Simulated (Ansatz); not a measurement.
**GeNH2 (doublet): from a generated start to a stationary point**

Aim: relax a generated start of GeNH2 (doublet) and see which bonds hold.

The runs use Ansatz 0.2.0, Gaussian basis; UKS PBE0/def2-TZVP.

## Step 1: Starting geometry

4 atoms, charge 0, spin multiplicity 2.

Atoms are counted from 1 here; the program's logs count them from 0.

Bond lengths: Ge1–N2 1.675 Å, Ge1–H3 1.528 Å, Ge1–H4 1.528 Å. Angles: N2–Ge1–H3 127.3°, N2–Ge1–H4 127.3°, H3–Ge1–H4 105.4°.

The start was built by rule and, where that kept it together, relaxed with GFN2-xTB. Sticks and bond lists go by distance. No spin-orbit coupling is included. 

## Step 2: Relaxation

Input file in.yaml:

```yaml
crystal:
  periodic: [false, false, false]
  atoms:
    - {symbol: Ge, position_ang: [-0.243574, -0.001812, -0.000184]}
    - {symbol: N, position_ang: [1.431444, 0.010647, 0.001084]}
    - {symbol: H, position_ang: [-1.178042, 1.207196, -0.003395]}
    - {symbol: H, position_ang: [-1.159959, -1.224585, 0.001625]}
basis:
  gaussian: {orbitals: def2-TZVP}
magnetization: {spin_polarized: true, initial_magnetization: 1}
hamiltonian: {xc: pbe0}
relax: {f_tol: 0.004, max_steps: 80}
```

Started as:

```console
$ ansatz run in.yaml --threads 1 --pin off --events-out ev --progress --plain --max-ram 1740MiB
```

What does the calculation give? Wanted: energy gained; shift from the start; total energy; dipole moment; ⟨S²⟩.

The runs gave:

| quantity | value |
| --- | --- |
| steps | 5 |
| energy gained | 0.095 eV |
| shift from the start (rms) | 0.069 Å |
| total energy | -58028.8015 eV |
| dipole moment | 3.33 D |
| ⟨S²⟩ | 0.813 |

**Reading.** The bonds of the start are those of the end. Ge1–N2 went from 1.675 to 1.732 Å. No vibrations were run, so this is a stationary point, not a proven minimum, and this spin need not be the ground state's.
